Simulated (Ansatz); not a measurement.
**SbH3O2: small, medium and large basis sets**

The task here is to estimate one member of a computed series from the others.

Program: Ansatz 0.2.0, Gaussian basis. Level of theory: one geometry, several basis sets. These are calculated values, not measurements.

The runs, in order: PBE0-D4/def2-SVP; ωB97M-V/def2-SVP; PBE0-D4/def2-QZVPP; ωB97M-V/def2-QZVPP; the functionals' def2-TZVPP values are taken from earlier runs.

## The relaxed structure

All runs share one geometry, relaxed beforehand with PBE0-D4 in a triple-zeta def2 set. Sb takes the def2 core potential; no spin-orbit term is included.

SMILES `[OH][SbH][OH]`, 6 atoms, charge 0, spin multiplicity 1.

Atoms are counted from 1 here; the program's logs count them from 0.

Bond lengths: O1–Sb2 1.962 Å, O1–H4 0.960 Å, Sb2–O3 1.962 Å, Sb2–H5 1.708 Å, O3–H6 0.960 Å. Angles: Sb2–O1–H4 111.6°, O1–Sb2–O3 98.8°, O1–Sb2–H5 90.7°, O3–Sb2–H5 90.7°, Sb2–O3–H6 111.6°.

Geometry (Å):

```xyz
6

O    -1.45368   -0.24664   -0.45072
Sb    0.42759    0.23645   -0.72707
O     1.07065    0.00741    1.11219
H    -1.64184   -1.13156   -0.77314
H     0.07290    1.87916   -0.42118
H     1.56658   -0.80882    1.21362
```

Set-up of the first run:

The input, in.yaml:

```yaml
crystal:
  periodic: [false, false, false]
  atoms:
    - {symbol: O, position_ang: [-1.453679, -0.246636, -0.450717]}
    - {symbol: Sb, position_ang: [0.427586, 0.236455, -0.727074]}
    - {symbol: O, position_ang: [1.070649, 0.007406, 1.112193]}
    - {symbol: H, position_ang: [-1.641840, -1.131565, -0.773143]}
    - {symbol: H, position_ang: [0.072903, 1.879162, -0.421177]}
    - {symbol: H, position_ang: [1.566582, -0.808821, 1.213620]}
basis:
  gaussian: {orbitals: def2-SVP}
hamiltonian: {xc: pbe0, dispersion: d4}
output: {orbitals: {seedname: orbitals}}
```

Command:

```sh
ansatz run in.yaml --threads 2 --pin off --events-out ev --progress --plain --max-ram 4352MiB
```

Steps of the session up to this table: PBE0-D4 in def2-SVP; ωB97M-V in def2-SVP; PBE0-D4 in def2-QZVPP; ωB97M-V in def2-QZVPP.

One of the session's tables, all rows but one given; the rest of the session is left out.

It belongs to the step «Functionals by basis». 

```
functional       basis  HOMO (eV)
   PBE0-D4    def2-SVP      -7.12
   PBE0-D4  def2-TZVPP      -7.35
   PBE0-D4  def2-QZVPP      -7.41
   ωB97M-V    def2-SVP      -9.23
   ωB97M-V  def2-TZVPP      -9.50
   ωB97M-V  def2-QZVPP          ?
```

Estimate the missing values for ωB97M-V, def2-QZVPP.

**Answer.** HOMO (eV): -9.56. In the column «HOMO (eV)» it is the lowest.
